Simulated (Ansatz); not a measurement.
# CH₄FSSn radical: a ladder of functionals and wavefunction methods

Aim: compute CH₄FSSn radical with functionals from several rungs and with coupled cluster, and see how far each lands from CCSD(T) at the basis-set limit for the atomisation energy.

The runs use Ansatz 0.2.0, Gaussian basis; functionals in def2-TZVPP, the program's frozen cores in correlated methods.

Levels to be run: LDA (SPW92), PBE-D4, revPBE-D4, BLYP-D4, r2SCAN-D4, B97M-V, PBE0-D4, B3LYP-D4, r2SCANh-D4, r2SCAN0-D4, HSE06-D4, BHLYP-D4, CAM-B3LYP-D4, LC-ωPBE, ωB97X-V, ωB97M-V, B2PLYP, PBE-QIDH; CCSD(T)/def2-SVP; CCSD(T)/def2-TZVPP; MP2/def2-QZVPP; extrapolation to the limit; RPA on PBE.

**1. The relaxed structure**

All runs share one geometry, relaxed beforehand with PBE0-D4 in a triple-zeta def2 set. Sn takes the def2 core potential; no spin-orbit term is included.

SMILES `[CH3][Sn]([F])[SH]`, 8 atoms, charge 0, spin multiplicity 2.

Atoms are counted from 1 here; the program's logs count them from 0.

Bond lengths: C1–Sn2 2.168 Å, C1–H5 1.088 Å, C1–H6 1.089 Å, C1–H7 1.091 Å, Sn2–F3 1.941 Å, Sn2–S4 2.424 Å, S4–H8 1.345 Å. Angles: Sn2–C1–H5 109.6°, Sn2–C1–H6 109.0°, Sn2–C1–H7 105.6°, H5–C1–H6 110.7°, H5–C1–H7 110.8°, H6–C1–H7 110.9°, C1–Sn2–F3 103.8°, C1–Sn2–S4 109.4°, F3–Sn2–S4 101.7°, Sn2–S4–H8 90.9°.

**2. LDA**

This LDA is Slater exchange with PW92 correlation.

in.yaml

```yaml
crystal:
  periodic: [false, false, false]
  atoms:
    - {symbol: C, position_ang: [0.587867, 1.174656, -0.623713]}
    - {symbol: Sn, position_ang: [-0.909780, 0.006162, 0.421710]}
    - {symbol: F, position_ang: [-0.135985, -0.268918, 2.180433]}
    - {symbol: S, position_ang: [-0.931500, -2.250509, -0.464154]}
    - {symbol: H, position_ang: [0.550797, 2.206805, -0.281192]}
    - {symbol: H, position_ang: [0.398790, 1.116543, -1.694766]}
    - {symbol: H, position_ang: [1.545359, 0.717427, -0.372017]}
    - {symbol: H, position_ang: [-1.013347, -2.759264, 0.777799]}
basis:
  gaussian: {orbitals: def2-TZVPP}
magnetization: {spin_polarized: true, initial_magnetization: 1}
hamiltonian: {xc: lda}
output: {orbitals: {seedname: orbitals}}
```

After this run come: PBE-D4 (GGA); revPBE-D4 (GGA); BLYP-D4 (GGA); r2SCAN-D4 (meta-GGA); B97M-V (meta-GGA); PBE0-D4 (hybrid); B3LYP-D4 (hybrid); r2SCANh-D4 (hybrid); r2SCAN0-D4 (hybrid); HSE06-D4 (hybrid); BHLYP-D4 (hybrid); CAM-B3LYP-D4 (range-separated); LC-ωPBE-D4 (range-separated); ωB97X-V (range-separated); ωB97M-V (range-separated); B2PLYP (double hybrid); PBE-QIDH (double hybrid); CCSD(T) in def2-SVP; CCSD(T) in def2-TZVPP; MP2 in def2-QZVPP; RPA on PBE orbitals.

Before running them: what should the planned runs give, taken together? Wanted: atomisation energy, CCSD(T)/CBS; farthest beyond LDA; mean size of error, GGA; mean size of error, meta-GGA; mean size of error, hybrid; mean size of error, range-separated; mean size of error, double hybrid; gap, smallest and largest; T1 diagnostic.

As calculated:

```
                               quantity                                                                                                           value
        atomisation energy, CCSD(T)/CBS                                                                                                  617.3 kcal/mol
functionals within 6.2 kcal/mol (1.0 %)  revPBE-D4, BLYP-D4, r2SCAN-D4, B97M-V, PBE0-D4, B3LYP-D4, r2SCANh-D4, HSE06-D4, CAM-B3LYP-D4, ωB97X-V, ωB97M-V
                    farthest beyond LDA                                                                                       BHLYP-D4 (-25.1 kcal/mol)
                mean size of error, GGA                                                                                                    6.1 kcal/mol
           mean size of error, meta-GGA                                                                                                    3.2 kcal/mol
             mean size of error, hybrid                                                                                                    9.1 kcal/mol
    mean size of error, range-separated                                                                                                    3.9 kcal/mol
      mean size of error, double hybrid                                                                                                   11.9 kcal/mol
              gap, smallest and largest                                                                        0.62 eV (LDA (SPW92)), 7.42 eV (LC-ωPBE)
                          T1 diagnostic                                                                                                          0.0162
triples share of the correlation energy                                                                                                           3.5 %
```

**Reading.** The LDA atomisation energy is off by 91.0 kcal/mol (15 %): it overbinds. PBE-D4 misses by +10.3 kcal/mol. Double hybrids carry the basis error of their MP2 part in triple zeta, and no dispersion term here, so their miss is partly the set-up's. The rungs meta-GGA, range-separated, GGA miss on average by less than the doubt on the reference (6.2 kcal/mol), so they tie. Misses under about 6.2 kcal/mol are within the doubt on the reference itself, which lacks core-valence correlation, spin-orbit coupling and higher excitations, and its outer-core shells are covered unevenly. All levels share the lack of spin-orbit coupling, which lowers the free heavy atoms and so the true binding. Hartree-Fock recovers 71 % of the binding; the rest is correlation. CCSD(T) in def2-SVP is off by -51.5 kcal/mol, worse than the median functional, from the basis alone. Orbital gaps span 0.6 to 7.4 eV; exact exchange widens them. Correlated methods include outer-core shells of Sn, which these sets cover unevenly.
